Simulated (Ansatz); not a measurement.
# Cd2S5: the cost of one run

Computed with Ansatz 0.2.0 (DFT PBE, scalar-relativistic, plane waves, PAW, unless a step's input says otherwise).

## 1. The starting structure

The structure is orthorhombic, space group Imm2 (No. 44). Conventional cell: a = 6.334 Å, b = 7.864 Å, c = 7.688 Å, α = 90.00°, β = 90.00°, γ = 90.00°. Cd (site symmetry m) is surrounded by 1 Cd at 1.97 Å and 2 S at 2.05 Å. Around S (site symmetry 1) lie 1 S at 1.82 Å and 1 Cd at 2.05 Å. S (site symmetry mm2) has 2 Cd at 3.22 Å as nearest neighbours.

Coordinates:

```
CELL_PARAMETERS angstrom
-3.16705 3.93208 3.84408
3.16705 -3.93208 3.84408
3.16705 3.93208 -3.84408
ATOMIC_POSITIONS crystal
Cd 0.96118 0.83618 0.12500
Cd 0.71118 0.83618 0.87500
S 0.78238 0.91667 0.36571
S 0.55095 0.91667 0.13429
S 0.78238 0.41667 0.86571
S 0.55095 0.41667 0.63429
S 0.16667 0.66667 0.50000
```

## 2. Rough relaxation on the coarse mesh

input.yaml reads:

```yaml
crystal:
  lattice:
    - [-3.1670454414, 3.9320836003, 3.8440789957]
    - [3.1670454414, -3.9320836003, 3.8440789957]
    - [3.1670454414, 3.9320836003, -3.8440789957]
  atoms:
    - { symbol: Cd, position: [0.9611814653, 0.8361814653, 0.125] }
    - { symbol: Cd, position: [0.7111814653, 0.8361814653, 0.875] }
    - { symbol: S, position: [0.7823796501, 0.9166666667, 0.3657129834] }
    - { symbol: S, position: [0.5509536832, 0.9166666667, 0.1342870166] }
    - { symbol: S, position: [0.7823796501, 0.4166666667, 0.8657129834] }
    - { symbol: S, position: [0.5509536832, 0.4166666667, 0.6342870166] }
    - { symbol: S, position: [0.1666666667, 0.6666666667, 0.5] }
basis:
  ecutwfc: 420
kpoints:
  mp_grid: { grid: [4, 4, 4] }
hamiltonian:
  xc: pbe
scf:
  occupations: { method: gaussian, width: 0.1 }
  lower_state_search: "off"
output:
  forces: true
  stress: true
  eigenvalues: true
relax:
  adjacent_minimum: "off"
  f_tol: 0.04
  max_steps: 70
  cell: { stress_tol: 0.4 }
```

**Question.** How long does this run take on 1 thread of an Arm CPU, shared host, and how much memory does it need?

About 5.5 min, with a peak of 0.51 GiB.
